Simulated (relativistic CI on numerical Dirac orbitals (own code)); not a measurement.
# Sc XVI (Sc¹⁵⁺): levels and lines

Aim: the low levels of Sc¹⁵⁺, their labels and the strongest lines; further runs change one setting each.

Method: Dirac-Coulomb-Breit CI, KLI orbitals optimised for each configuration, model QED (radiative potential, 1s self-energy scaled to tabulated hydrogen-like ionisation energies). Code: relativistic CI on numerical Dirac orbitals (own code) version 2.

**1. Starting point**

* ion: Sc¹⁵⁺ (Sc XVI)
* nuclear charge: 21
* electrons: 6
* isotope: A = 45
* first configuration typed: [He] 2s2 2p2

Outer shells as boxes (Hund's rule):

first configuration typed
```
[He] core
2s [↑↓]
2p [↑ ][↑ ][  ]
```

**2. CI with the chosen configurations**

Input settings:

```ini
atom Sc  Z=21  charge=15  electrons=6
nucleus A=45  rms_radius_fm=3.5459
hamiltonian dirac-coulomb  breit=on  qed=on  c_scale=1
orbitals kli  potential=per-configuration
slater_scale 1
correlation none
mixing on
configurations
  [He] 2s2 2p2
  [He] 2s 2p3
  [He] 2p4
  [He] 2p3 3s
  [He] 2p3 3p
  [He] 2p3 3d
  [He] 2s2 2p 3s
  [He] 2s2 2p 3p
  [He] 2s2 2p 3d
  [He] 2s 2p2 3s
  [He] 2s 2p2 3p
  [He] 2s 2p2 3d
  [He] 2s2 2p 4s
  [He] 2s2 2p 4p
  [He] 2s2 2p 4d
  [He] 2s2 2p 4f
end
```

**3. Without configuration mixing**

Changes to the settings of step 2:

```diff
@@ -6,3 +6,3 @@
 correlation none
-mixing on
+mixing off
 configurations
```

**4. Without QED terms**

Changes to the settings of step 3:

```diff
@@ -2,3 +2,3 @@
 nucleus A=45  rms_radius_fm=3.5459
-hamiltonian dirac-coulomb  breit=on  qed=on  c_scale=1
+hamiltonian dirac-coulomb  breit=on  qed=off  c_scale=1
 orbitals kli  potential=per-configuration
@@ -6,3 +6,3 @@
 correlation none
-mixing off
+mixing on
 configurations
```

(Steps that only read results are left out.)

What does the calculation give? Wanted: lowest level; first excitation; lowest level of the other parity; fastest E1 line; ionisation energy.

As calculated:

| run | time | mean size of shift, levels followed (cm⁻¹) | lowest level | ionisation energy (eV) |
| --- | --- | --- | --- | --- |
| main run | 0.84 s | 0 | 2p2 3P0 | 1010.0 |
| without configuration mixing | 0.81 s | 13315 | 2p2 3P0 | - |
| without QED terms | 0.48 s | 1039 | 2p2 3P0 | 1010.0 |

The semi-empirical ionisation energy (NIST) is 1008.6 eV.

| quantity | value |
| --- | --- |
| lowest level | 2p2 3P0 |
| first excitation | 2p2 3P1, 22847 cm⁻¹ |
| lowest level of the other parity | 2s 2p3 5S°2, 295685 cm⁻¹ |
| levels in the model | 274 |
| fastest E1 line (by rate) to the lowest level among the lowest 200 of 274 levels | 2.022 nm, from 2p 3d 3D°1 |
| ionisation energy | 1010.0 eV |
| ionisation energy, semi-empirical (NIST) | 1008.6 eV |

In words: 2p2 3P0 comes out lowest; its LS label holds 95 % and its jj label 82 %; over the low levels the means are 95 and 70 %, so LS coupling describes them better. Against the semi-empirical ionisation energy the result lies 0.14 % high. The largest mover is «without configuration mixing» (13315 cm⁻¹ on average). Lifetimes count radiative decay inside the model alone.
